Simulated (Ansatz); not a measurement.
# Fe: the cost of one run

Program: Ansatz 0.2.0. Level of theory: DFT PBEsol, scalar-relativistic, plane waves, PAW. These are calculated values, not measurements.

The COD entry's cell or inner coordinates are ideal or old and differ from later refinements, so a difference from it is no clean test against experiment.

## 1. The system as given

The structure is cubic, space group Im-3m (No. 229). Conventional cell: a = 2.790 Å, b = 2.790 Å, c = 2.790 Å, α = 90.00°, β = 90.00°, γ = 90.00°. Fe (site symmetry m-3m) has 8 Fe at 2.42 Å as nearest neighbours.

Coordinates:

```cif
data_structure
_symmetry_space_group_name_H-M 'Im-3m'
_symmetry_Int_Tables_number 229
_cell_length_a 2.7898
_cell_length_b 2.7898
_cell_length_c 2.7898
_cell_angle_alpha 90.000
_cell_angle_beta 90.000
_cell_angle_gamma 90.000
_cell_volume 21.71
loop_
_atom_site_label
_atom_site_type_symbol
_atom_site_symmetry_multiplicity
_atom_site_Wyckoff_symbol
_atom_site_fract_x
_atom_site_fract_y
_atom_site_fract_z
_atom_site_occupancy
Fe1 Fe 2 a 0.00000 0.00000 0.00000 1
```

An earlier run at PBEsol left this cell at 10.857 Å³/atom and -0.10 GPa (22×22×22 mesh).

## 2. Ferromagnetic, larger cell

input.yaml reads:

```yaml
crystal:
  lattice:
    - [2.7898114684, 0.0, 0.0]
    - [0.0, 2.7898114684, 0.0]
    - [0.0, 0.0, 2.7898114684]
  atoms:
    - { symbol: Fe, position: [0.0, 0.0, 0.0], spin: 2.5 }
    - { symbol: Fe, position: [0.5, 0.5, 0.5], spin: 2.5 }
basis:
  ecutwfc: 420
  ecutrho_ratio: 4
kpoints:
  mp_grid: { grid: [12, 12, 12] }
hamiltonian:
  xc: pbesol
scf:
  occupations: { method: gaussian, width: 0.05 }
  lower_state_search: "off"
output:
  forces: true
  stress: true
  eigenvalues: true
  populations: true
magnetization:
  spin_polarized: true
```

Run with:

```
ansatz run input.yaml --threads 1 --pin off --max-ram 2560MiB --backend cpu --events-out ev --progress --plain --runs-dir out
```

Q: Estimate wall time and peak memory on 1 thread of Intel Xeon at 2.70GHz, shared host.

About 11 s, with a peak of 0.36 GiB.
